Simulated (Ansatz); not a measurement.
# Cl3F2Si with multiplicity 2: two geometries relaxed

Aim: relax the geometries before and after the reaction (atom abstraction by a radical), and see whether they are two minima and how far apart in energy. Meant to form: F2–F6; to break: Si1–F2. The start is a guess near the saddle point, from which both ends are pulled out.

All numbers below are computed with Ansatz 0.2.0 (UKS B3LYP/def2-SVP).

### Step 1. The starting structure

Bond lengths: Si1–F2 1.840 Å, Si1–Cl3 2.130 Å, Si1–Cl4 2.128 Å, Si1–Cl5 2.128 Å. Angles: F2–Si1–Cl3 109.4°, F2–Si1–Cl4 109.5°, F2–Si1–Cl5 109.5°, Cl3–Si1–Cl4 109.5°, Cl3–Si1–Cl5 109.5°, Cl4–Si1–Cl5 109.5°.

Structure file:

```xyz
6

Si    0.0000    0.0000    0.0000
F     0.0000    0.0000    1.8400
Cl    2.0086    0.0000   -0.7093
Cl   -1.0032    1.7381   -0.7093
Cl   -1.0032   -1.7381   -0.7093
F     0.0000    0.0000    3.2800
```

### Step 2. A restrained relaxation towards end A

Springs on the bonds that form and break draw the guess towards this end; the thresholds are loose.

The input, input.yaml:

```yaml
crystal:
  periodic: [false, false, false]
  atoms:
    - { symbol: Si, position_ang: [0.0, 0.0, 0.0] }
    - { symbol: F, position_ang: [0.0, 0.0, 1.84] }
    - { symbol: Cl, position_ang: [2.0086, 0.0, -0.7093] }
    - { symbol: Cl, position_ang: [-1.0032, 1.7381, -0.7093] }
    - { symbol: Cl, position_ang: [-1.0032, -1.7381, -0.7093] }
    - { symbol: F, position_ang: [0.0, 0.0, 3.28] }
magnetization:
  spin_polarized: true
  initial_magnetization: 1
basis:
  gaussian: { orbitals: def2-SVP }
hamiltonian:
  xc: b3lyp
relax:
  f_tol: 0.15
  max_steps: 25
  restrain:
    - { distance: [1, 5], at: 2.34, k: 30.0 }
    - { distance: [0, 1], at: 1.59, k: 30.0 }
```

Command:

```console
$ ansatz run input.yaml --threads 4 --pin off --max-ram 5120MiB --backend cpu --events-out ev --progress --plain --runs-dir out
```

Output (excerpt; [...] marks lines left out):

```text
Warning: RAYON_NUM_THREADS=4 ignored (pool sized by the plan → 4); use --threads N
[...]
Functional definition: B3LYP
[...]
965 factors; integrals over basis functions are off by at most 4.1e-4 eV
[...]
mean field -50861.19815791 eV, -1869.1145573449 hartree, gradient 2.4e-5 eV, S^2 0.754847; 0 other end points of the search recorded, 0 dependent functions left out
[...]
reference -50861.19837490 eV, -1869.1145653193 hartree; 42, 41 occupied and 58, 59 virtual orbitals, 965 factors
relax step   1: F+E_penalty+E_count = -50861.19815791 eV  Δ(F+E_penalty+E_count) = +0.000e0 eV  max|allowed force component| = 1.345e1 eV/Å  E_restraint = 13.08750000 eV  max|allowed force component, restraints' pulls added| = 4.795e1 eV/Å  Δτ_max = 0.0000 Å  (34 SCF iters, accepted)
[...]
relax step   3: F+E_penalty+E_count = -50864.48245141 eV  Δ(F+E_penalty+E_count) = -4.478e-1 eV  max|allowed force component| = 2.484e0 eV/Å  E_restraint = 0.34505213 eV  max|allowed force component, restraints' pulls added| = 4.657e0 eV/Å  Δτ_max = 0.1902 Å  (62 SCF iters, accepted)
[...]
relax step   4: F+E_penalty+E_count = -50864.58278961 eV  Δ(F+E_penalty+E_count) = -1.003e-1 eV  max|allowed force component| = 3.456e-1 eV/Å  E_restraint = 0.00223775 eV  max|allowed force component, restraints' pulls added| = 1.091e-1 eV/Å  Δτ_max = 0.1730 Å  (101 SCF iters, accepted)
  distance F 1 - F 5 = 2.3444 Å
  distance Si 0 - F 1 = 1.6014 Å
967 factors; integrals over basis functions are off by at most 4.5e-4 eV
[...]
mean field -50864.58278961 eV, -1869.2389402656 hartree, gradient 2.1e-7 eV, S^2 0.751019; 7 other end points of the search recorded, 0 dependent functions left out
[...]
reference -50864.58300695 eV, -1869.2389482526 hartree; 42, 41 occupied and 58, 59 virtual orbitals, 967 factors
Total energy: -50864.58300695 eV, -1869.2389482526 hartree
Atom 0 at     0.003938     0.000000    -0.107523 Å, force     0.006579     0.000000    -0.345568 eV/Å
Atom 1 at     0.016837     0.000000     1.493809 Å, force     0.001258    -0.000000     0.317838 eV/Å
Atom 2 at     1.933298    -0.000000    -0.757262 Å, force     0.076911     0.000000    -0.010818 eV/Å
Atom 3 at    -0.967026     1.674398    -0.737451 Å, force    -0.041518     0.070453    -0.008008 eV/Å
Atom 4 at    -0.967026    -1.674398    -0.737451 Å, force    -0.041518    -0.070453    -0.008008 eV/Å
Atom 5 at    -0.017821    -0.000000     3.837979 Å, force    -0.001713     0.000000     0.054565 eV/Å
Dipole moment:    -0.001725     0.000000    -0.183955 e Å
```

Wall time 20 s (4 threads of Intel Xeon at 2.80GHz (Skylake/Cascade Lake), shared host); peak memory 0.41 GiB.

The steps of the relaxation:

```csv
step,energy from step 1 (eV),largest force component (eV/Å)
1,0.0000,13.4487
2,-2.8365,4.2570
3,-3.2843,2.4844
4,-3.3846,0.3456
```

Step 1 is the start. Energies and forces in the table leave out the springs, which the log lists apart; the run stops on the force with the springs' pull added.

After: Bond lengths: Si1–F2 1.601 Å, Si1–Cl3 2.036 Å, Si1–Cl4 2.035 Å, Si1–Cl5 2.035 Å. Angles: F2–Si1–Cl3 108.2°, F2–Si1–Cl4 108.3°, F2–Si1–Cl5 108.3°, Cl3–Si1–Cl4 110.7°, Cl3–Si1–Cl5 110.7°, Cl4–Si1–Cl5 110.7°.

### Step 3. Relaxing end A

It starts where the restrained run ended.

The input, input.yaml:

```yaml
crystal:
  periodic: [false, false, false]
  atoms:
    - { symbol: Si, position_ang: [0.003938, 0.0, -0.107523] }
    - { symbol: F, position_ang: [0.016837, 0.0, 1.493809] }
    - { symbol: Cl, position_ang: [1.933298, 0.0, -0.757262] }
    - { symbol: Cl, position_ang: [-0.967026, 1.674398, -0.737451] }
    - { symbol: Cl, position_ang: [-0.967026, -1.674398, -0.737451] }
    - { symbol: F, position_ang: [-0.017821, 0.0, 3.837979] }
magnetization:
  spin_polarized: true
  initial_magnetization: 1
basis:
  gaussian: { orbitals: def2-SVP }
hamiltonian:
  xc: b3lyp
relax:
  f_tol: 0.03
  max_steps: 50
```

Command:

```console
$ ansatz run input.yaml --threads 4 --pin off --max-ram 5120MiB --backend cpu --events-out ev --progress --plain --runs-dir out
```

Output (excerpt; [...] marks lines left out):

```text
Warning: RAYON_NUM_THREADS=4 ignored (pool sized by the plan → 4); use --threads N
[...]
Functional definition: B3LYP
[...]
964 factors; integrals over basis functions are off by at most 4.5e-4 eV
[...]
mean field -50864.58279923 eV, -1869.2389406190 hartree, gradient 4.5e-7 eV, S^2 0.751019; 6 other end points of the search recorded, 0 dependent functions left out
[...]
reference -50864.58301678 eV, -1869.2389486139 hartree; 42, 41 occupied and 58, 59 virtual orbitals, 964 factors
relax step   1: F+E_penalty+E_count = -50864.58279923 eV  Δ(F+E_penalty+E_count) = +0.000e0 eV  max|allowed force component| = 3.456e-1 eV/Å  Δτ_max = 0.0000 Å  (233 SCF iters, accepted)
[...]
relax step   2: F+E_penalty+E_count = -50864.58552597 eV  Δ(F+E_penalty+E_count) = -2.727e-3 eV  max|allowed force component| = 2.164e-1 eV/Å  Δτ_max = 0.0172 Å  (95 SCF iters, accepted)
[...]
964 factors; integrals over basis functions are off by at most 4.6e-4 eV
[...]
mean field -50864.58706676 eV, -1869.2390974481 hartree, gradient 2.9e-7 eV, S^2 0.751008; 7 other end points of the search recorded, 0 dependent functions left out
[...]
reference -50864.58728513 eV, -1869.2391054729 hartree; 42, 41 occupied and 58, 59 virtual orbitals, 964 factors
Total energy: -50864.58728513 eV, -1869.2391054729 hartree
Atom 0 at     0.004695    -0.000000    -0.123279 Å, force     0.000246     0.000000    -0.010795 eV/Å
Atom 1 at     0.018261     0.000000     1.487980 Å, force     0.000445    -0.000000    -0.014779 eV/Å
Atom 2 at     1.938715     0.000000    -0.770042 Å, force    -0.008850     0.000000     0.003605 eV/Å
Atom 3 at    -0.969600     1.679502    -0.746899 Å, force     0.004589    -0.009942     0.005051 eV/Å
Atom 4 at    -0.969600    -1.679502    -0.746899 Å, force     0.004589     0.009942     0.005051 eV/Å
Atom 5 at    -0.020272     0.000000     3.891241 Å, force    -0.001018     0.000000     0.011865 eV/Å
Dipole moment:    -0.001125    -0.000000    -0.187705 e Å
```

Run time: 26 s. Hardware: 4 threads of Intel Xeon at 2.80GHz (Skylake/Cascade Lake), shared host; peak memory 0.44 GiB.

The steps of the relaxation:

| step | energy from step 1 (eV) | largest force component (eV/Å) |
| --- | --- | --- |
| 1 | 0.0000 | 0.3456 |
| 2 | -0.0027 | 0.2164 |
| 3 | -0.0043 | 0.0148 |

Step 1 is the start.

After: Bond lengths: Si1–F2 1.611 Å, Si1–Cl3 2.039 Å, Si1–Cl4 2.039 Å, Si1–Cl5 2.039 Å. Angles: F2–Si1–Cl3 108.0°, F2–Si1–Cl4 108.0°, F2–Si1–Cl5 108.0°, Cl3–Si1–Cl4 110.9°, Cl3–Si1–Cl5 110.9°, Cl4–Si1–Cl5 110.9°.

### Step 4. A restrained relaxation towards end B

Springs on the bonds that form and break draw the guess towards this end; the thresholds are loose.

The input, input.yaml:

```yaml
crystal:
  periodic: [false, false, false]
  atoms:
    - { symbol: Si, position_ang: [0.0, 0.0, 0.0] }
    - { symbol: F, position_ang: [0.0, 0.0, 1.84] }
    - { symbol: Cl, position_ang: [2.0086, 0.0, -0.7093] }
    - { symbol: Cl, position_ang: [-1.0032, 1.7381, -0.7093] }
    - { symbol: Cl, position_ang: [-1.0032, -1.7381, -0.7093] }
    - { symbol: F, position_ang: [0.0, 0.0, 3.28] }
magnetization:
  spin_polarized: true
  initial_magnetization: 1
basis:
  gaussian: { orbitals: def2-SVP }
hamiltonian:
  xc: b3lyp
relax:
  f_tol: 0.15
  max_steps: 25
  restrain:
    - { distance: [1, 5], at: 1.14, k: 30.0 }
    - { distance: [0, 1], at: 2.79, k: 30.0 }
```

Command:

```console
$ ansatz run input.yaml --threads 4 --pin off --max-ram 5120MiB --backend cpu --events-out ev --progress --plain --runs-dir out
```

Output:

```text
Warning: RAYON_NUM_THREADS=4 ignored (pool sized by the plan → 4); use --threads N
The last accepted step is kept in <dir> (removed where the run ends without a failure and the disk answers)
Engine: ansatz 0.2.0, x86_64-unknown-linux-gnu
Functional definition: B3LYP
  parameter a0 = 0.2
  parameter ax = 0.72
  parameter ac = 0.81
  exchange = (1 - a0 - ax)*slater_x + ax*b88_x + a0*exact_x
  correlation = (1 - ac)*vwn_rpa_c + ac*lyp_c
965 factors; integrals over basis functions are off by at most 4.1e-4 eV
mean field evaluation 1: about -50858.5450 eV, gradient 2.4e1 eV
mean field evaluation 2: about -50851.1896 eV, gradient 4.9e1 eV
mean field evaluation 4: about -50861.1469 eV, gradient 2.3e0 eV
mean field evaluation 8: about -50861.1979 eV, gradient 2.9e-1 eV
mean field evaluation 16: about -50861.1982 eV, gradient 2.4e-5 eV
mean field -50861.19815791 eV, -1869.1145573449 hartree, gradient 2.4e-5 eV, S^2 0.754847; 0 other end points of the search recorded, 0 dependent functions left out
the calculation of the forces begins
reference -50861.19837490 eV, -1869.1145653193 hartree; 42, 41 occupied and 58, 59 virtual orbitals, 965 factors
relax step   1: F+E_penalty+E_count = -50861.19815791 eV  Δ(F+E_penalty+E_count) = +0.000e0 eV  max|allowed force component| = 1.345e1 eV/Å  E_restraint = 14.88750000 eV  max|allowed force component, restraints' pulls added| = 2.841e1 eV/Å  Δτ_max = 0.0000 Å  (34 SCF iters, accepted)
  distance F 1 - F 5 = 1.4400 Å
  distance Si 0 - F 1 = 1.8400 Å
these checks for a lower state are left out or cut short: starts, cluster_reference, orbital_swaps, neighbouring_geometries, increment
965 factors; integrals over basis functions are off by at most 4.6e-4 eV
mean field -50860.70949767 eV, -1869.0965994121 hartree, gradient 1.2e-5 eV, S^2 0.761105; 0 other end points of the search recorded, 0 dependent functions left out
the calculation of the forces begins
reference -50860.70971521 eV, -1869.0966074066 hartree; 42, 41 occupied and 58, 59 virtual orbitals, 965 factors
relax step   2: F+E_penalty+E_count = -50860.70949767 eV  Δ(F+E_penalty+E_count) = +4.887e-1 eV  max|allowed force component| = 9.509e0 eV/Å  E_restraint = 7.53115265 eV  max|allowed force component, restraints' pulls added| = 1.867e1 eV/Å  Δτ_max = 0.1986 Å  (42 SCF iters, accepted)
  distance F 1 - F 5 = 1.4353 Å
  distance Si 0 - F 1 = 2.1459 Å
these checks for a lower state are left out or cut short: starts, cluster_reference, orbital_swaps, neighbouring_geometries, increment
965 factors; integrals over basis functions are off by at most 4.4e-4 eV
mean field evaluation 32: about -50859.5469 eV, gradient 1.3e-1 eV
mean field -50859.54706523 eV, -1869.0538808081 hartree, gradient 1.2e-5 eV, S^2 0.754551; 0 other end points of the search recorded, 0 dependent functions left out
the calculation of the forces begins
reference -50859.54728187 eV, -1869.0538887694 hartree; 42, 41 occupied and 58, 59 virtual orbitals, 965 factors
relax step   3: F+E_penalty+E_count = -50859.54706523 eV  Δ(F+E_penalty+E_count) = +1.162e0 eV  max|allowed force component| = 6.856e0 eV/Å  E_restraint = 1.81805884 eV  max|allowed force component, restraints' pulls added| = 7.724e0 eV/Å  Δτ_max = 0.1952 Å  (44 SCF iters, accepted)
  distance F 1 - F 5 = 1.3436 Å
  distance Si 0 - F 1 = 2.5076 Å
these checks for a lower state are left out or cut short: starts, cluster_reference, orbital_swaps, neighbouring_geometries, increment
965 factors; integrals over basis functions are off by at most 5.6e-4 eV
mean field -50859.39761382 eV, -1869.0483885700 hartree, gradient 2.0e-5 eV, S^2 0.752211; 0 other end points of the search recorded, 0 dependent functions left out
the calculation of the forces begins
reference -50859.39783200 eV, -1869.0483965880 hartree; 42, 41 occupied and 58, 59 virtual orbitals, 965 factors
relax step   4: F+E_penalty+E_count = -50859.39761382 eV  Δ(F+E_penalty+E_count) = +1.495e-1 eV  max|allowed force component| = 6.613e0 eV/Å  E_restraint = 0.40018894 eV  max|allowed force component, restraints' pulls added| = 1.873e0 eV/Å  Δτ_max = 0.1944 Å  (42 SCF iters, accepted)
  distance F 1 - F 5 = 1.2980 Å
  distance Si 0 - F 1 = 2.7486 Å
these checks for a lower state are left out or cut short: starts, cluster_reference, orbital_swaps, neighbouring_geometries, increment
965 factors; integrals over basis functions are off by at most 4.4e-4 eV
mean field -50859.85664191 eV, -1869.0652575413 hartree, gradient 1.3e-5 eV, S^2 0.752469; 0 other end points of the search recorded, 0 dependent functions left out
the calculation of the forces begins
reference -50859.85686377 eV, -1869.0652656945 hartree; 42, 41 occupied and 58, 59 virtual orbitals, 965 factors
relax step   5: F+E_penalty+E_count = -50859.85664191 eV  Δ(F+E_penalty+E_count) = -4.590e-1 eV  max|allowed force component| = 4.260e0 eV/Å  E_restraint = 0.53898520 eV  max|allowed force component, restraints' pulls added| = 1.489e0 eV/Å  Δτ_max = 0.1930 Å  (40 SCF iters, accepted)
  distance F 1 - F 5 = 1.3295 Å
  distance Si 0 - F 1 = 2.7880 Å
these checks for a lower state are left out or cut short: starts, cluster_reference, orbital_swaps, neighbouring_geometries, increment
965 factors; integrals over basis functions are off by at most 5.1e-4 eV
mean field -50859.78008701 eV, -1869.0624442006 hartree, gradient 2.0e-5 eV, S^2 0.752206; 0 other end points of the search recorded, 0 dependent functions left out
the calculation of the forces begins
reference -50859.78030834 eV, -1869.0624523341 hartree; 42, 41 occupied and 58, 59 virtual orbitals, 965 factors
relax step   6: F+E_penalty+E_count = -50859.78008701 eV  Δ(F+E_penalty+E_count) = +7.655e-2 eV  max|allowed force component| = 5.169e0 eV/Å  E_restraint = 0.43867008 eV  max|allowed force component, restraints' pulls added| = 1.627e-1 eV/Å  Δτ_max = 0.0261 Å  (36 SCF iters, accepted)
  distance F 1 - F 5 = 1.3109 Å
  distance Si 0 - F 1 = 2.7959 Å
these checks for a lower state are left out or cut short: starts, cluster_reference, orbital_swaps, neighbouring_geometries, increment
965 factors; integrals over basis functions are off by at most 5.1e-4 eV
mean field evaluation 64: about -50859.7669 eV, gradient 1.8e-1 eV
mean field -50859.78331429 eV, -1869.0625628007 hartree, gradient 2.4e-5 eV, S^2 0.752205; 0 other end points of the search recorded, 0 dependent functions left out
the calculation of the forces begins
reference -50859.78353547 eV, -1869.0625709289 hartree; 42, 41 occupied and 58, 59 virtual orbitals, 965 factors
relax step   7: F+E_penalty+E_count = -50859.78331429 eV  Δ(F+E_penalty+E_count) = -3.227e-3 eV  max|allowed force component| = 5.160e0 eV/Å  E_restraint = 0.44137024 eV  max|allowed force component, restraints' pulls added| = 1.418e-2 eV/Å  Δτ_max = 0.0042 Å  (32 SCF iters, accepted)
  distance F 1 - F 5 = 1.3115 Å
  distance Si 0 - F 1 = 2.7918 Å
965 factors; integrals over basis functions are off by at most 5.1e-4 eV
mean field -50859.78331429 eV, -1869.0625628007 hartree, gradient 2.4e-5 eV, S^2 0.752205; 1 other end points of the search recorded, 0 dependent functions left out
the calculation of the forces begins
reference -50859.78353547 eV, -1869.0625709289 hartree; 42, 41 occupied and 58, 59 virtual orbitals, 965 factors
Total energy: -50859.78353547 eV, -1869.0625709289 hartree
Atom 0 at     0.000626    -0.000000    -0.305820 Å, force     0.000078     0.000000    -0.060785 eV/Å
Atom 1 at     0.000188     0.000000     2.485973 Å, force     0.002192    -0.000000    -5.103462 eV/Å
Atom 2 at     1.957280    -0.000000    -0.995239 Å, force    -0.005347     0.000000     0.001423 eV/Å
Atom 3 at    -0.977751     1.694493    -0.995157 Å, force     0.002655    -0.004597     0.001419 eV/Å
Atom 4 at    -0.977751    -1.694493    -0.995157 Å, force     0.002655     0.004597     0.001419 eV/Å
Atom 5 at    -0.000393    -0.000000     3.797500 Å, force    -0.002233     0.000000     5.159986 eV/Å
Dipole moment:     0.000004     0.000000     0.094228 e Å
```

Run time: 15 s. Hardware: 4 threads of Intel Xeon at 2.80GHz (Skylake/Cascade Lake), shared host; peak memory 0.37 GiB.

Step by step:

```csv
step,energy from step 1 (eV),largest force component (eV/Å)
1,0.0000,13.4487
2,0.4887,9.5094
3,1.6511,6.8560
4,1.8005,6.6128
5,1.3415,4.2595
6,1.4181,5.1688
7,1.4148,5.1600
```

Step 1 is the start. Energies and forces in the table leave out the springs, which the log lists apart; the run stops on the force with the springs' pull added.

After: Bond lengths: Si1–Cl3 2.075 Å, Si1–Cl4 2.075 Å, Si1–Cl5 2.075 Å, F2–F6 1.312 Å. Angles: Cl3–Si1–Cl4 109.5°, Cl3–Si1–Cl5 109.5°, Cl4–Si1–Cl5 109.5°.

Pairs that crossed the distance rule for bonds on the way: came closer F2–F6; moved apart Si1–F2.

### Step 5. Relaxing end B

It starts where the restrained run ended.

The input, input.yaml:

```yaml
crystal:
  periodic: [false, false, false]
  atoms:
    - { symbol: Si, position_ang: [0.000626, 0.0, -0.30582] }
    - { symbol: F, position_ang: [0.000188, 0.0, 2.485973] }
    - { symbol: Cl, position_ang: [1.95728, 0.0, -0.995239] }
    - { symbol: Cl, position_ang: [-0.977751, 1.694493, -0.995157] }
    - { symbol: Cl, position_ang: [-0.977751, -1.694493, -0.995157] }
    - { symbol: F, position_ang: [-0.000393, 0.0, 3.7975] }
magnetization:
  spin_polarized: true
  initial_magnetization: 1
basis:
  gaussian: { orbitals: def2-SVP }
hamiltonian:
  xc: b3lyp
relax:
  f_tol: 0.03
  max_steps: 50
output:
  orbitals: {}
```

Command:

```console
$ ansatz run input.yaml --threads 4 --pin off --max-ram 5120MiB --backend cpu --events-out ev --progress --plain --runs-dir out
```

Output (excerpt; [...] marks lines left out):

```text
Warning: RAYON_NUM_THREADS=4 ignored (pool sized by the plan → 4); use --threads N
[...]
Functional definition: B3LYP
[...]
970 factors; integrals over basis functions are off by at most 3.0e-4 eV
[...]
mean field -50859.78332544 eV, -1869.0625632107 hartree, gradient 7.7e-5 eV, S^2 0.752205; 0 other end points of the search recorded, 0 dependent functions left out
[...]
reference -50859.78354662 eV, -1869.0625713387 hartree; 42, 41 occupied and 58, 59 virtual orbitals, 970 factors
relax step   1: F+E_penalty+E_count = -50859.78332544 eV  Δ(F+E_penalty+E_count) = +0.000e0 eV  max|allowed force component| = 5.160e0 eV/Å  Δτ_max = 0.0000 Å  (32 SCF iters, accepted)
[...]
relax step   3: F+E_penalty+E_count = -50860.12345795 eV  Δ(F+E_penalty+E_count) = -1.144e-1 eV  max|allowed force component| = 1.438e0 eV/Å  Δτ_max = 0.0651 Å  (42 SCF iters, accepted)
[...]
973 factors; integrals over basis functions are off by at most 4.6e-4 eV
[...]
mean field -50864.58716278 eV, -1869.2391009769 hartree, gradient 1.8e-7 eV, S^2 0.751004; 7 other end points of the search recorded, 0 dependent functions left out
[...]
reference -50864.58738112 eV, -1869.2391090006 hartree; 42, 41 occupied and 58, 59 virtual orbitals, 973 factors
Total energy: -50864.58738112 eV, -1869.2391090006 hartree
Atom 0 at     0.000017     0.000000    -0.128029 Å, force     0.004917    -0.000000     0.004562 eV/Å
Atom 1 at    -0.002980    -0.000000     1.483075 Å, force    -0.002712    -0.000000     0.001442 eV/Å
Atom 2 at     1.940893    -0.000000    -0.753325 Å, force    -0.005770     0.000000    -0.002947 eV/Å
Atom 3 at    -0.967337     1.680350    -0.759591 Å, force     0.001742    -0.009848    -0.001599 eV/Å
Atom 4 at    -0.967337    -1.680350    -0.759591 Å, force     0.001742     0.009848    -0.001599 eV/Å
Atom 5 at    -0.001056    -0.000000     3.909562 Å, force     0.000082    -0.000000     0.000141 eV/Å
Dipole moment:    -0.000535    -0.000000    -0.185825 e Å
```

It took 40 s on 4 threads of Intel Xeon at 2.80GHz (Skylake/Cascade Lake), shared host; peak memory 0.42 GiB.

Step by step:

| step | energy from step 1 (eV) | largest force component (eV/Å) |
| --- | --- | --- |
| 1 | 0.0000 | 5.1600 |
| 2 | -0.2257 | 2.2894 |
| 3 | -0.3401 | 1.4380 |
| 4 | -0.7222 | 2.9910 |
| 5 | -1.7462 | 5.4713 |
| 6 | -3.1196 | 6.1204 |
| 7 | -4.4575 | 3.6361 |
| 8 | -4.5734 | 4.9053 |
| 9 | -4.7521 | 0.8126 |
| 10 | -4.8036 | 0.0515 |
| 11 | -4.8038 | 0.0098 |

Step 1 is the start.

After: Bond lengths: Si1–F2 1.611 Å, Si1–Cl3 2.039 Å, Si1–Cl4 2.039 Å, Si1–Cl5 2.039 Å. Angles: F2–Si1–Cl3 108.0°, F2–Si1–Cl4 108.0°, F2–Si1–Cl5 108.0°, Cl3–Si1–Cl4 110.9°, Cl3–Si1–Cl5 110.9°, Cl4–Si1–Cl5 111.0°.

Pairs that crossed the distance rule for bonds on the way: came closer Si1–F2; moved apart F2–F6.

### Step 6. Results

| quantity | value |
| --- | --- |
| end A | 2 moves, 0.004 eV lower |
| end B | 10 moves, 4.804 eV lower |
| largest difference between the ends | 0.03 Å |
| end B relative to end A | -0.000 eV |

What this shows: Both starts fell into the same minimum (no atom differs by more than 0.03 Å), so from this start no second minimum was found and no band was run; another arrangement could still be one.
